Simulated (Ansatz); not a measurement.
This script makes an equation of state with a fit of SnTe, space group F-43m with the Ansatz DFT code, driven from Python.

The script, `snte_eos.py`:
```python
"""Bulk modulus of SnTe from an E(V) curve."""

from dataclasses import dataclass
import warnings

import ansatz as az
import numpy as np
from scipy.optimize import curve_fit


@dataclass
class RunConfig:
    smearing: str = "Fixed"
    xc: str = "r2scan"
    ecut: int = 550
    mesh: tuple[int, ...] = (6, 6, 6)


opts = RunConfig()

vectors0 = np.array([
    [0.0, 3.611146, 3.611146],
    [3.611146, 0.0, 3.611146],
    [3.611146, 3.611146, 0.0],
])
sites = [
    ("Sn", [0.0, 0.0, 0.0]),
    ("Te", [0.75, 0.75, 0.75]),
]


def make_crystal(cell):
    crystal = az.Crystal(lattice=az.Lattice.of(cell))
    for symbol, position in sites:
        crystal = crystal.atom(symbol, position)
    return crystal

def vinet(v, e0, v0, b0, b1):
    eta = (v / v0) ** (1 / 3)
    return e0 + 2 * b0 * v0 / (b1 - 1) ** 2 * (2 - (5 + 3 * b1 * (eta - 1) - 3 * eta) * np.exp(-1.5 * (b1 - 1) * (eta - 1)))


def main() -> None:
    warnings.simplefilter("ignore", az.DeckWarning)

    # scale the volume, keep shape and fractions
    volumes, energies = [], []
    for scale in np.linspace(0.95, 1.07, 5):
        cell = vectors0 * scale ** (1 / 3)
        base = make_crystal(cell).calculation()
        base = base.occupations(opts.smearing)
        base = base.functional(opts.xc).basis(opts.ecut)
        base = base.kpoints(*opts.mesh)
        report = base.run().report
        volumes.append(abs(np.linalg.det(cell)) / len(sites))
        energies.append(report["free_energy_ev"] / len(sites))
        print(f"V = {volumes[-1]:8.4f} A^3/atom  F = {energies[-1]:.5f} eV/atom")

    guess = (min(energies), volumes[int(np.argmin(energies))], 0.5, 4.5)
    (e0, v0, b0, b1), _ = curve_fit(vinet, np.array(volumes), np.array(energies), p0=guess, maxfev=20000)
    print(f"Vinet fit: V0 = {v0:.4f} A^3/atom, B0 = {160.21766 * b0:.1f} GPa, B1 = {b1:.2f}")
    print("largest residual", round(1000 * float(np.abs(vinet(np.array(volumes), e0, v0, b0, b1) - energies).max()), 3), "meV/atom")


if __name__ == "__main__":
    main()
```

Where does the minimum lie against the volume typed, and how stiff is the crystal?

A third-order Birch-Murnaghan fit through the 5 points (the script's own form differs a little) has its minimum at 46.06 Å³ an atom, 2.2 % below the typed cell, with a bulk modulus of 27 GPa and dB/dP = 4.0. From that minimum the energy rises by 3.3 meV an atom on the compressed side and 29.3 meV on the expanded side. The window is off centre, so dB/dP is rough.

The run itself:

```console
$ python snte_eos.py
V =  44.7362 A^3/atom  F = -6516.67931 eV/atom
V =  46.1489 A^3/atom  F = -6516.68262 eV/atom
V =  47.5616 A^3/atom  F = -6516.67873 eV/atom
V =  48.9743 A^3/atom  F = -6516.66866 eV/atom
V =  50.3870 A^3/atom  F = -6516.65329 eV/atom
Vinet fit: V0 = 46.0562 A^3/atom, B0 = 26.8 GPa, B1 = 3.96
largest residual 0.0 meV/atom
```

Reading the output:
- Absolute energies stand on the zero of these potentials, so only differences at equal settings mean something.
- For a gap this small the mesh is coarse, and bands can meet between its points.
- This cell is a computed structure, which may not be the phase found in nature.
- Hardware and time: 28 s on 1 thread of Intel(R) Xeon(R) Processor @ 2.30GHz, with other jobs on the host, peak memory 0.75 GiB.
